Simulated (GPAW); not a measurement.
CsLiCr2Te2S3:

```
CELL_PARAMETERS angstrom
3.31929 1.91639 6.87982
-3.31929 1.91639 6.87982
0.00000 -3.83279 6.87982
ATOMIC_POSITIONS crystal
Cs 0.00000 0.00000 0.00000
Li 0.50000 0.50000 0.50000
Cr 0.79848 0.79848 0.79848
Cr 0.20152 0.20152 0.20152
Te 0.67990 0.67990 0.67990
Te 0.32010 0.32010 0.32010
S 0.13626 0.86374 0.50000
S 0.50000 0.13626 0.86374
S 0.86374 0.50000 0.13626
```

The cell was built by a generator and needn't be a form met in nature.

Base run:

| Quantity | Value |
| --- | --- |
| Program | GPAW 26.7.0 |
| Functional | PBE |
| Potentials or basis | GPAW PAW data sets (gpaw-data 1.2.1) |
| Cutoff | 800 eV |
| Basis | pw |
| k mesh | 4 × 4 × 4 |
| Occupations | fermi-dirac, width 0.05 eV |
| Spin | collinear spin, ferromagnetic start |
| Starting moments | [0.0, 0.0, 4.5, 4.5, 0.0, 0.0, 0.0, 0.0, 0.0] μB |

Its results: band gap on the k mesh none (metal or under the smearing width); pressure 0.2 GPa; largest force 0.113 eV/Å.

**Question.** The run is repeated on the same cell with these changes: spin from collinear spin, ferromagnetic start to no spin polarisation. What comes out?

**Answer.** Band gap on the k mesh none (metal or under the smearing width); pressure -2.0 GPa; largest force 0.622 eV/Å.
